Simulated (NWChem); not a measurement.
# One shape, several levels: doublet KF+

Wanted: a comparison of 6 runs (U-r2SCAN/def2-TZVPP, U-wB97X/def2-TZVPP, UB2PLYP/def2-TZVPP, UB3LYP/def2-TZVPP, UBLYP/def2-TZVPP, UPBE0/def2-TZVPP) of doublet KF+. 

The results are computed with NWChem 7.3.0.

## 1. The molecule

KF+ has 2 atoms, charge +1, and is taken as a doublet. As SMILES of the parent species, `[F][K]`. The shape is that of a PBE0-D4/def2-TZVP optimisation. That shape belongs to the parent species and isn't relaxed for this state.

Bond lengths: F1–K2 2.188 Å.

## 2. A single-point energy at U-r2SCAN/def2-TZVPP (run 1)

The input, mymol.nw:

```
start mymol
title "FK r2SCAN"
memory 2200 mb
charge 1
geometry units angstroms noautosym nocenter noautoz
  F      0.946100    -0.362400     0.470400
  K     -0.916600     0.302200    -0.466300
end
basis spherical bse
  F library def2-TZVPP
  K library def2-TZVPP
end
dft
  xc r2scan
  mult 2
  grid xfine
  convergence energy 1e-08
  iterations 100
  mulliken
end
task dft
```

Command:

```sh
nwchem mymol.nw > mymol.out
```

The program printed:

```text
[...]
          Wavefunction type:  spin polarized.
          No. of atoms     :     2
          No. of electrons :    27
[...]
          Charge           :     1
          Spin multiplicity:     2
[...]
          AO basis - number of functions:    64
[...]
              XC Information
              --------------
                      r^2SCAN Method XC Functional
               r^2SCAN metaGGA Exchange Functional  1.000
                     r^2SCAN Correlation Potential  1.000
[...]
 d= 0,ls=0.0,diis     1   -699.3285587931 -7.41D+02  9.20D-03  3.77D-01     1.2
[...]
 d= 0,ls=0.0,diis     8   -699.4275187523 -5.15D-09  5.77D-07  8.74D-09     8.4
[...]
         Total DFT energy =     -699.427518752294
      One electron energy =    -1039.511653390358
           Coulomb energy =      342.380721904716
    Exchange-Corr. energy =      -43.647598188579
 Nuclear repulsion energy =       41.351010921927
[...]
      Total Density - Mulliken Population Analysis
     ---------------------------------------------
    Atom       Charge   Shell Charges
 -----------   ------   -------------------------------------------------------
    1 F    9     8.97   0.78  1.19  0.65  0.99  0.38  2.20  1.96  0.81  0.00  0.00  0.00
    2 K   19    18.03   2.00  2.00  1.17  0.82  0.01 -0.00  5.98  4.63  1.37  0.01  0.00  0.03  0.00
[...]
      <S2> =      0.7524 (Exact =     0.7500)
[...]
```

It took 9 s on 1 thread of Intel Xeon Platinum 8488C (Sapphire Rapids), shared host; peak memory 0.12 GiB.

## 3. The energy at U-wB97X/def2-TZVPP (run 2)

The input, fk.nw:

```
start fk
memory stack 880 mb heap 220 mb global 1100 mb
charge 1
geometry noautosym nocenter noautoz
  F     0.946100   -0.362400    0.470400
  K    -0.916600    0.302200   -0.466300
end
basis spherical bse
  * library def2-TZVPP
end
dft
  xc wb97x
  mult 2
  grid xfine
  convergence energy 1e-08
  maxiter 100
  mulliken
end
task dft energy
```

Command:

```sh
nwchem fk.nw > fk.out
```

The program printed:

```text
[...]
          Wavefunction type:  spin polarized.
          No. of atoms     :     2
          No. of electrons :    27
[...]
          Charge           :     1
          Spin multiplicity:     2
[...]
          AO basis - number of functions:    64
[...]
              XC Information
              --------------
                       wb97x  Method XC Functional
                     Hartree-Fock (Exact) Exchange  1.000
                         wb97x Exchange Functional  1.000
                      wb97x Correlation Functional  1.000
[...]
 d= 0,ls=0.0,diis     1   -699.3886487169 -7.41D+02  7.85D-03  3.60D-01     1.7
[...]
 d= 0,ls=0.0,diis     8   -699.4862754997 -4.61D-09  2.41D-07  1.82D-09    12.6
[...]
         Total DFT energy =     -699.486275499697
      One electron energy =    -1039.559391684337
           Coulomb energy =      342.429376665485
    Exchange-Corr. energy =      -43.707271402772
 Nuclear repulsion energy =       41.351010921927
[...]
      Total Density - Mulliken Population Analysis
     ---------------------------------------------
    Atom       Charge   Shell Charges
 -----------   ------   -------------------------------------------------------
    1 F    9     8.97   0.78  1.19  0.65  0.99  0.39  2.20  1.95  0.83  0.00  0.00  0.00
    2 K   19    18.03   2.00  2.00  1.18  0.81  0.01 -0.00  5.98  4.65  1.35  0.01  0.00  0.03  0.00
[...]
      <S2> =      0.7519 (Exact =     0.7500)
[...]
```

Run time: 14 s. Hardware: 1 thread of Intel Xeon Platinum 8488C (Sapphire Rapids), shared host; peak memory 0.11 GiB.

Runs 3 to 4 aren't shown in full; the table further down has their settings and results.

## 4. A single-point energy at UBLYP/def2-TZVPP (run 5)

The input, calc.nw:

```
start calc
title "FK"
memory 2200 mb
charge 1
geometry units atomic noautosym nocenter noautoz
F   1.78786989 -0.68483675  0.88892717
K  -1.73212297  0.57107523 -0.88117929
end
basis spherical bse
F library def2-TZVPP
K library def2-TZVPP
end
dft
xc becke88 lyp
mult 2
grid xfine
convergence energy 1e-08
maxiter 100
mulliken
end
task dft energy
```

Command:

```sh
nwchem calc.nw > calc.out
```

The program printed:

```text
[...]
          Wavefunction type:  spin polarized.
          No. of atoms     :     2
          No. of electrons :    27
[...]
          Charge           :     1
          Spin multiplicity:     2
[...]
          AO basis - number of functions:    64
[...]
              XC Information
              --------------
                    Becke 1988 Exchange Functional  1.000
              Lee-Yang-Parr Correlation Functional  1.000
[...]
 d= 0,ls=0.0,diis     1   -699.3839429243 -7.41D+02  1.02D-02  4.16D-01     1.2
[...]
 d= 0,ls=0.0,diis     8   -699.4899286330  5.82D-09  1.14D-06  5.95D-08     7.2
[...]
         Total DFT energy =     -699.489928632989
      One electron energy =    -1039.363511744632
           Coulomb energy =      342.208198715953
    Exchange-Corr. energy =      -43.685623495466
 Nuclear repulsion energy =       41.351007891156
[...]
      Total Density - Mulliken Population Analysis
     ---------------------------------------------
    Atom       Charge   Shell Charges
 -----------   ------   -------------------------------------------------------
    1 F    9     8.97   0.78  1.19  0.65  0.98  0.39  2.22  1.89  0.87  0.00  0.00  0.00
    2 K   19    18.03   2.00  2.00  1.20  0.79  0.01 -0.00  5.98  4.63  1.35  0.02  0.00  0.03  0.01
[...]
      <S2> =      0.7514 (Exact =     0.7500)
[...]
```

Run time: 7.8 s. Hardware: 1 thread of Intel Xeon Platinum 8488C (Sapphire Rapids), shared host; peak memory 0.11 GiB.

## 5. The energy at UPBE0/def2-TZVPP (run 6)

The input, calc.nw:

```
start calc
memory stack 880 mb heap 220 mb global 1100 mb
charge 1

geometry noautosym nocenter noautoz
F     0.946100   -0.362400    0.470400
K    -0.916600    0.302200   -0.466300
end

basis spherical bse
F library def2-TZVPP
K library def2-TZVPP
end

dft
xc pbe0
mult 2
grid xfine
convergence energy 1e-08
maxiter 100
mulliken
noprint "final vectors analysis"
end

task dft energy
```

Command:

```sh
nwchem calc.nw > calc.out
```

The program printed:

```text
[...]
          Wavefunction type:  spin polarized.
          No. of atoms     :     2
          No. of electrons :    27
[...]
          Charge           :     1
          Spin multiplicity:     2
[...]
          AO basis - number of functions:    64
[...]
              XC Information
              --------------
                         PBE0 Method XC Functional
                     Hartree-Fock (Exact) Exchange  0.250
          PerdewBurkeErnzerhof Exchange Functional  0.750
            Perdew 1991 LDA Correlation Functional  1.000 local
           PerdewBurkeErnz. Correlation Functional  1.000 non-local
[...]
 d= 0,ls=0.0,diis     1   -699.1401782937 -7.40D+02  8.90D-03  3.68D-01     1.1
[...]
 d= 0,ls=0.0,diis     8   -699.2384570898 -4.81D-09  8.06D-08  1.29D-10     6.9
[...]
         Total DFT energy =     -699.238457089847
      One electron energy =    -1039.531718882661
           Coulomb energy =      342.399436348722
    Exchange-Corr. energy =      -43.457185477835
 Nuclear repulsion energy =       41.351010921927
[...]
      Total Density - Mulliken Population Analysis
     ---------------------------------------------
    Atom       Charge   Shell Charges
 -----------   ------   -------------------------------------------------------
    1 F    9     8.97   0.77  1.20  0.64  1.01  0.37  2.19  1.96  0.82  0.00  0.00  0.00
    2 K   19    18.03   2.00  2.00  1.19  0.81  0.01 -0.00  5.98  4.63  1.37  0.01  0.00  0.03  0.00
[...]
      <S2> =      0.7518 (Exact =     0.7500)
[...]
```

Run time: 7.5 s. Hardware: 1 thread of Intel Xeon Platinum 8488C (Sapphire Rapids), shared host; peak memory 0.11 GiB.

## 6. All runs side by side

```csv
run,level,frozen core orbitals,energy (Eh),HOMO energy (eV),LUMO energy (eV),⟨S²⟩,wall time
1,U-r2SCAN/def2-TZVPP,–,-699.427519,-17.03,-14.41,0.752,9 s
2,U-wB97X/def2-TZVPP,–,-699.486275,-21.42,-10.53,0.752,14 s
3,UB2PLYP/def2-TZVPP,6,-699.302985,-21.14,-10.02,0.752,9 s
4,UB3LYP/def2-TZVPP,–,-699.514352,-18.51,-13.80,0.752,7.5 s
5,UBLYP/def2-TZVPP,–,-699.489929,-16.49,-15.56,0.751,7.8 s
6,UPBE0/def2-TZVPP,–,-699.238457,–,–,0.752,7.5 s
```

## 7. What came out

```
           quantity          value
run 6: total energy  -699.23846 Eh
        run 6: ⟨S²⟩          0.752
```

In words: Totals of different functionals can't be ranked against each other. All runs together took 54 s, the longest 14 s.
